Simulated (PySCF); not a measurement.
# C₆H₄BrF: NMR shieldings, part 2 of 2

PySCF 2.14.0. Atoms count from 0. The steps go on from the part before.

## 6. NMR shieldings: BHandHLYP/pcJ-1 Br:dyall-v2z (BHandHLYP), spin–orbit

What the job is given:

```
{"job": {"kind": "hnmr", "xc": "BHandHLYP", "basis": {"default": "pcJ-1", "Br": "dyall-v2z"}, "rel": "so"}, "charge": 0, "multiplicity": 1}
F     -2.367389    -0.229587    -0.071638
C     -1.043795    -0.138145    -0.170358
C     -0.283656    -1.301487    -0.191269
C      1.101711    -1.207678    -0.294530
C      1.703521     0.048346    -0.369841
Br     3.580937     0.174291    -0.502489
C      0.933415     1.211062    -0.348988
C     -0.452574     1.117169    -0.249984
H     -0.783316    -2.269746    -0.128145
H      1.714269    -2.110479    -0.312449
H      1.415573     2.188048    -0.409742
H     -1.080833     2.009449    -0.232385
```

Method: BHandHLYP/pcJ-1 Br:dyall-v2z GIAO NMR shielding, X2C with spin-orbit coupling, screened-nuclear two-electron part, Gaussian nuclei, gas phase.

Log:

```text
spin-free SCF
coarse grid: 53600 points
cycle   1  E = -2937.1005891746  dE =  1.543e+00  |g| = 5.258e-01  |ddm| = 3.525e+00
cycle   2  E = -2937.1146195935  dE = -1.403e-02  |g| = 5.166e-01  |ddm| = 7.750e-01
cycle   3  E = -2937.1567338291  dE = -4.211e-02  |g| = 6.452e-02  |ddm| = 4.128e-01
cycle   4  E = -2937.1574295379  dE = -6.957e-04  |g| = 2.555e-02  |ddm| = 7.057e-02
cycle   5  E = -2937.1575501996  dE = -1.207e-04  |g| = 9.725e-03  |ddm| = 3.062e-02
cycle   6  E = -2937.1575742347  dE = -2.404e-05  |g| = 2.420e-03  |ddm| = 1.099e-02
cycle   7  E = -2937.1575756564  dE = -1.422e-06  |g| = 8.491e-04  |ddm| = 2.814e-03
final grid: 113416 points
cycle   8  E = -2937.1576279376  dE = -5.981e-09  |g| = 9.641e-04  |ddm| = 1.866e-03
cycle   9  E = -2937.1576278337  dE =  1.040e-07  |g| = 1.179e-03  |ddm| = 1.689e-03
cycle  10  E = -2937.1576281390  dE = -3.054e-07  |g| = 1.100e-04  |ddm| = 9.893e-04
cycle  11  E = -2937.1576281420  dE = -3.008e-09  |g| = 1.722e-05  |ddm| = 1.074e-04
converged SCF energy = -2937.1576281420
two-component SCF
cycle   1  E = -2937.0908676158  dE = -2.937e+03  |FDS-SDF| = 2.192e+01
cycle   2  E = -2937.2351635440  dE = -1.443e-01  |FDS-SDF| = 1.883e-01
cycle   3  E = -2937.2355191174  dE = -3.556e-04  |FDS-SDF| = 1.052e-02
cycle   4  E = -2937.2355526498  dE = -3.353e-05  |FDS-SDF| = 3.048e-03
cycle   5  E = -2937.2355626756  dE = -1.003e-05  |FDS-SDF| = 1.674e-03
cycle   6  E = -2937.2355647803  dE = -2.105e-06  |FDS-SDF| = 7.137e-04
cycle   7  E = -2937.2355653820  dE = -6.018e-07  |FDS-SDF| = 8.461e-05
cycle   8  E = -2937.2355653890  dE = -7.017e-09  |FDS-SDF| = 4.782e-05
converged, E = -2937.2355653890

Field gradients (au) and densities at the nuclei (bohr^-3)
atom        Vxx        Vyy        Vzz        centre      nuclear mean
  0 F     -1.3174    -1.6492     2.9666        449.201        449.182
  1 C      0.0917     0.3744    -0.4661        125.808        125.806
  2 C     -0.1039    -0.1502     0.2541        125.796        125.794
  3 C     -0.1323    -0.1684     0.3008        125.816        125.814
  4 C      0.0716     0.2693    -0.3408        125.824        125.822
  5 Br    -4.0959    -4.3653     8.4612      40794.598      40734.871
  6 C     -0.1324    -0.1680     0.3004        125.816        125.814
  7 C     -0.1040    -0.1497     0.2537        125.796        125.794
  8 H     -0.1341    -0.1601     0.2942          0.474          0.474
  9 H     -0.1332    -0.1587     0.2919          0.477          0.477
 10 H     -0.1331    -0.1587     0.2918          0.477          0.477
 11 H     -0.1341    -0.1601     0.2942          0.474          0.474
without picture change
  5 Br                           8.7480                     66196.803

Core orbital energies (eV)
atom   shell        mean    spread
  5 Br 1s       -13430.770   0.000
  5 Br 2s        -1778.214   0.000
  5 Br 3s         -257.069   0.000
  5 Br 4s          -24.781   0.000
  5 Br 2p1/2     -1598.194   0.000
  5 Br 2p3/2     -1550.486   0.056
  5 Br 3p1/2      -193.657   0.000
  5 Br 3p3/2      -186.574   0.212
  5 Br 3d3/2       -76.524   0.267
  5 Br 3d5/2       -75.400   0.358

Shielding tensors (ppm)
atom      isotropic    diamagn.    paramagn.     s11        s22        s33       span
  0 F       318.87      474.25     -155.39     249.77     318.89     387.95     138.18
  1 C        14.43      248.38     -233.94     -83.07      31.46      94.92     178.00
  2 C        61.00      255.00     -194.01     -30.10      47.02     166.08     196.18
  3 C        42.37      250.33     -207.96     -63.38      38.27     152.21     215.59
  4 C        60.42      250.86     -190.44     -55.98      80.02     157.23     213.21
  5 Br     2409.71     2987.44     -577.74    1982.23    2020.20    3226.70    1244.47
  6 C        42.41      250.26     -207.85     -63.30      38.22     152.32     215.62
  7 C        61.07      254.91     -193.84     -29.92      46.96     166.17     196.09
  8 H        24.41       29.57       -5.17      20.57      25.53      27.12       6.54
  9 H        23.79       29.23       -5.44      18.67      23.52      29.19      10.52
 10 H        23.79       29.28       -5.49      18.67      23.53      29.18      10.51
 11 H        24.41       29.69       -5.28      20.57      25.54      27.11       6.53
```

It took 4.4 min on 1 thread of Arm Neoverse V2, shared host; peak memory 1.9 GiB.

From this job:

| quantity | value |
| --- | --- |
| energy from spin-orbit coupling | -0.0779 Eh |

## 7. Shieldings side by side

| run | Br5 | F0 | C6 | C3 | C4 | C1 | C2 | time |
| --- | --- | --- | --- | --- | --- | --- | --- | --- |
| step 3, PBE/pcJ-1 Br:dyall-v2z (PBE), spin–orbit | 2249.4 | 272.4 | 42.2 | 42.2 | 56.2 | 11.2 | 59.5 | 1.7 min |
| step 4, KT2/pcJ-1 Br:dyall-v2z (KT2), spin–orbit | 2311.2 | 284.2 | 56.6 | 56.5 | 71.4 | 25.9 | 73.7 | 71 s |
| step 5, B3LYP/pcJ-1 Br:dyall-v2z (B3LYP), spin–orbit | 2296.9 | 294.2 | 39.3 | 39.3 | 54.3 | 9.1 | 57.2 | 3.7 min |
| step 6, BHandHLYP/pcJ-1 Br:dyall-v2z (BHandHLYP), spin–orbit | 2409.7 | 318.9 | 42.4 | 42.4 | 60.4 | 14.4 | 61.0 | 4.4 min |

## 8. Summary of results

What follows sums up all 2 parts.

| quantity | value |
| --- | --- |
| point group | C2v |
| rotational constants (main isotopes) | 5.66, 0.62, 0.56 GHz |
| energy from spin-orbit coupling (step 3, PBE/pcJ-1 Br:dyall-v2z (PBE), spin–orbit) | -0.0783 Eh |
| shieldings (step 3, PBE/pcJ-1 Br:dyall-v2z (PBE), spin–orbit) | F0 272.4, C1 11.2, C2 59.5, C3 42.2, C4 56.2, Br5 2249.4, C6 42.2, C7 59.5 ppm |
| energy from spin-orbit coupling (step 4, KT2/pcJ-1 Br:dyall-v2z (KT2), spin–orbit) | -0.0783 Eh |
| shieldings (step 4, KT2/pcJ-1 Br:dyall-v2z (KT2), spin–orbit) | F0 284.2, C1 25.9, C2 73.7, C3 56.5, C4 71.4, Br5 2311.2, C6 56.6, C7 73.8 ppm |
| energy from spin-orbit coupling (step 5, B3LYP/pcJ-1 Br:dyall-v2z (B3LYP), spin–orbit) | -0.0782 Eh |
| shieldings (step 5, B3LYP/pcJ-1 Br:dyall-v2z (B3LYP), spin–orbit) | F0 294.2, C1 9.1, C2 57.2, C3 39.3, C4 54.3, Br5 2296.9, C6 39.3, C7 57.3 ppm |
| energy from spin-orbit coupling (step 6, BHandHLYP/pcJ-1 Br:dyall-v2z (BHandHLYP), spin–orbit) | -0.0779 Eh |
| shieldings (step 6, BHandHLYP/pcJ-1 Br:dyall-v2z (BHandHLYP), spin–orbit) | F0 318.9, C1 14.4, C2 61.0, C3 42.4, C4 60.4, Br5 2409.7, C6 42.4, C7 61.1 ppm |

In words: Relaxing lowered the energy by 0.132 eV in 6 steps; the close pair that moved most is C2–C3, from 1.437 to 1.392 Å. In step 3, Br5 has the widest tensor, 1306 ppm. Br5 moves most between the runs, by 160 ppm; the labels say what changes from run to run.
